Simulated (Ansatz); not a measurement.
# LiHgSe4: the cost of one run

Method: reference: DFT PBE, plane waves, PAW, scalar-relativistic, no spin polarisation, in Ansatz 0.2.0.

## 1. The structure to begin with

It takes space group I-4 (No. 82, tetragonal). Conventional cell: a = 11.522 Å, b = 11.522 Å, c = 4.346 Å, α = 90.00°, β = 90.00°, γ = 90.00°. Hg (site symmetry -4) is surrounded by 4 Se at 2.62 Å. Se (site symmetry 1) is surrounded by 1 Hg at 2.62 Å. Li (site symmetry -4) has 2 Li at 4.35 Å as nearest neighbours.

Structure file:

```
Hg Se Li
1.0
     0.00000    0.00000    4.34603
     5.76125   -5.76125    2.17301
     5.76125    5.76125   -2.17301
Hg Se Li
1 4 1
Direct
  0.00000 0.00000 0.00000
  0.42400 0.01400 0.28200
  0.56200 0.28200 0.98600
  0.15600 0.98600 0.71800
  0.85800 0.71800 0.01400
  0.75000 0.50000 0.50000
```

## 2. The reference run

File input.yaml:

```yaml
crystal:
  lattice:
    - [0.0, 0.0, 4.346028]
    - [5.761247, -5.761247, 2.173014]
    - [5.761247, 5.761247, -2.173014]
  atoms:
    - { symbol: Hg, position: [0.0, 0.0, 0.0] }
    - { symbol: Se, position: [0.424, 0.014, 0.282] }
    - { symbol: Se, position: [0.562, 0.282, 0.986] }
    - { symbol: Se, position: [0.156, 0.986, 0.718] }
    - { symbol: Se, position: [0.858, 0.718, 0.014] }
    - { symbol: Li, position: [0.75, 0.5, 0.5] }
  symmetry: { tolerance: 0.0003 }
kpoints:
  mp_grid: { grid: [5, 5, 5], shift: [0, 0, 0] }
magnetization:
  spin_polarized: false
scf:
  occupations: { method: fermi_dirac }
hamiltonian:
  pseudopotentials: { kind: paw }
  xc: pbe
basis:
  ecutwfc: 420
output:
  forces: true
  stress: true
  eigenvalues: true
  write_density: true
  write_potential: true
  elf: true
  volumetric_format: npy
```

On the command line:

```
$ ansatz run input.yaml --threads 1 --pin off --max-ram 2560MiB --backend cpu --events-out ev --progress --plain --runs-dir out
```

**Question.** How long does this run take on 1 thread of Intel Xeon 6975P-C (Granite Rapids), shared host, and how much memory does it need?

About 19 s, with a peak of 0.71 GiB.
